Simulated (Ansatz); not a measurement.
# CH₂Br radical (SMILES [CH2]Br): one structure at several levels

One table from this session's results is given with a row withheld; the runs are named, their logs left out.

The runs use Ansatz 0.2.0, Gaussian basis; single points in def2-TZVPP.

Correlated methods freeze the cores. Filled d shells of the heavier atoms are correlated. Orbitals are unrestricted.

## The starting structure

SMILES `[CH2]Br`, 4 atoms, charge 0, spin multiplicity 2.

Atoms are counted from 1 here; the program's logs count them from 0.

Bond lengths: C1–Br2 1.815 Å, C1–H3 1.041 Å, C1–H4 1.163 Å. Angles: Br2–C1–H3 120.6°, Br2–C1–H4 123.3°, H3–C1–H4 115.9°.

Coordinates:

```
C    -0.0325   -0.1226   -0.1159
Br    0.2690    1.4209    0.7892
H    -0.3827   -0.1027   -1.0964
H     0.2209   -1.1739    0.3127
```

The first run:

Contents of run/in.yaml:

```yaml
crystal:
  periodic: [false, false, false]
  atoms:
    - {symbol: C, position_ang: [-0.032500, -0.122600, -0.115900]}
    - {symbol: Br, position_ang: [0.269000, 1.420900, 0.789200]}
    - {symbol: H, position_ang: [-0.382700, -0.102700, -1.096400]}
    - {symbol: H, position_ang: [0.220900, -1.173900, 0.312700]}
basis:
  gaussian: {orbitals: def2-TZVPP}
magnetization: {spin_polarized: true, initial_magnetization: 1}
correlation: {method: ccsd_t}
scf: {omitted_lower_state_checks: [cluster_reference]}
output: {forces: true}
```

The command line of these runs was not kept.

Among the steps run: CCSD(T)/def2-TZVPP; PBE0-D4/def2-TZVPP; wB97M-V/def2-TZVPP; r2SCAN-D4/def2-TZVPP; PBE-D4/def2-TZVPP; revPBE-D4/def2-TZVPP; wB97X-V/def2-TZVPP.

One table of the session follows, with a row left open; its other results are not shown here.

```
   method  RMS force component (eV/Å)  angle to CCSD(T) forces (°)  dipole (D)
  CCSD(T)                       1.344                    reference        0.85
  PBE0-D4                       1.321                          4.4        0.90
  wB97M-V                       1.331                          2.6        0.85
r2SCAN-D4                       1.331                          1.3        0.92
   PBE-D4                       1.300                          6.4        0.72
revPBE-D4                           ?                            ?           ?
  wB97X-V                       1.331                          4.4        0.91
```

Estimate the missing values for revPBE-D4.

**Answer.** RMS force component (eV/Å): 1.322; angle to CCSD(T) forces (°): 6.5; dipole (D): 0.73. In the column «RMS force component (eV/Å)» it lies between PBE0-D4 (1.321) and wB97M-V (1.331).
